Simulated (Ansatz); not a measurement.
# C3H9InS3: basis-set convergence

The task here is to estimate one member of a computed series from the others.

Method: one geometry, several basis sets; program: Ansatz 0.2.0, Gaussian basis.

Levels to be run: PBE0-D4/def2-SVP; ωB97M-V/def2-SVP; PBE0-D4/def2-QZVPP; ωB97M-V/def2-QZVPP; the functionals' def2-TZVPP values are taken from earlier runs.

### The geometry

The geometry comes from an earlier relaxation with PBE0-D4 in a triple-zeta def2 set; it is a stationary point, not always the lowest conformer. In takes the def2 core potential; no spin-orbit term is included.

SMILES `C[S][In]([S]C)[S]C`, 16 atoms, charge 0, spin multiplicity 1.

Atoms are counted from 1 here; the program's logs count them from 0.

Bond lengths: C1–S2 1.822 Å, C1–H8 1.089 Å, C1–H9 1.090 Å, C1–H10 1.089 Å, S2–In3 2.373 Å, In3–S4 2.373 Å, In3–S6 2.373 Å, S4–C5 1.822 Å, C5–H11 1.089 Å, C5–H12 1.090 Å, C5–H13 1.089 Å, S6–C7 1.822 Å, C7–H14 1.089 Å, C7–H15 1.089 Å, C7–H16 1.090 Å. Angles: S2–C1–H8 111.5°, S2–C1–H9 106.4°, S2–C1–H10 111.5°, H8–C1–H9 108.7°, H8–C1–H10 109.7°, H9–C1–H10 108.7°, C1–S2–In3 100.9°, S2–In3–S4 120.0°, S2–In3–S6 120.0°, S4–In3–S6 120.0°, In3–S4–C5 100.9°, S4–C5–H11 111.5°, S4–C5–H12 106.4°, S4–C5–H13 111.5°, H11–C5–H12 108.7°, H11–C5–H13 109.7°, H12–C5–H13 108.7°, In3–S6–C7 100.9° and more.

Set-up of the first run:

in.yaml

```yaml
crystal:
  periodic: [false, false, false]
  atoms:
    - {symbol: C, position_ang: [-2.764182, 1.671518, 0.380928]}
    - {symbol: S, position_ang: [-1.119168, 2.072465, -0.290910]}
    - {symbol: In, position_ang: [0.000408, 0.000084, 0.000213]}
    - {symbol: S, position_ang: [-1.145515, -1.842386, 0.961999]}
    - {symbol: C, position_ang: [0.162406, -3.110048, 0.939225]}
    - {symbol: S, position_ang: [2.265551, -0.229618, -0.670141]}
    - {symbol: C, position_ang: [2.601639, 1.438476, -1.320224]}
    - {symbol: H, position_ang: [-2.709429, 1.392704, 1.432179]}
    - {symbol: H, position_ang: [-3.363681, 2.577340, 0.289748]}
    - {symbol: H, position_ang: [-3.244637, 0.875674, -0.186264]}
    - {symbol: H, position_ang: [0.493101, -3.325398, -0.075757]}
    - {symbol: H, position_ang: [-0.276220, -4.013331, 1.363407]}
    - {symbol: H, position_ang: [1.014993, -2.815367, 1.549280]}
    - {symbol: H, position_ang: [1.958494, 1.674758, -2.166662]}
    - {symbol: H, position_ang: [2.488342, 2.198524, -0.548629]}
    - {symbol: H, position_ang: [3.637907, 1.434614, -1.658401]}
basis:
  gaussian: {orbitals: def2-SVP}
hamiltonian: {xc: pbe0, dispersion: d4}
output: {orbitals: {seedname: orbitals}}
```

Run with:

```sh
ansatz run in.yaml --threads 2 --pin off --events-out ev --progress --plain --max-ram 32768MiB --backend cpu
```

Among the steps run: PBE0-D4 in def2-SVP; ωB97M-V in def2-SVP; PBE0-D4 in def2-QZVPP; ωB97M-V in def2-QZVPP.

One of the session's tables, all rows but one given; the rest of the session is left out.

It belongs to the step «Density functionals: the series». 

| functional | basis | HOMO (eV) |
| --- | --- | --- |
| PBE0-D4 | def2-SVP | ? |
| PBE0-D4 | def2-TZVPP | -6.83 |
| PBE0-D4 | def2-QZVPP | -6.85 |
| ωB97M-V | def2-SVP | -8.86 |
| ωB97M-V | def2-TZVPP | -9.01 |
| ωB97M-V | def2-QZVPP | -9.04 |

Q: Estimate the row for PBE0-D4, def2-SVP from the others.

The run gave: HOMO (eV): -6.72. In the column «HOMO (eV)» it is the highest.
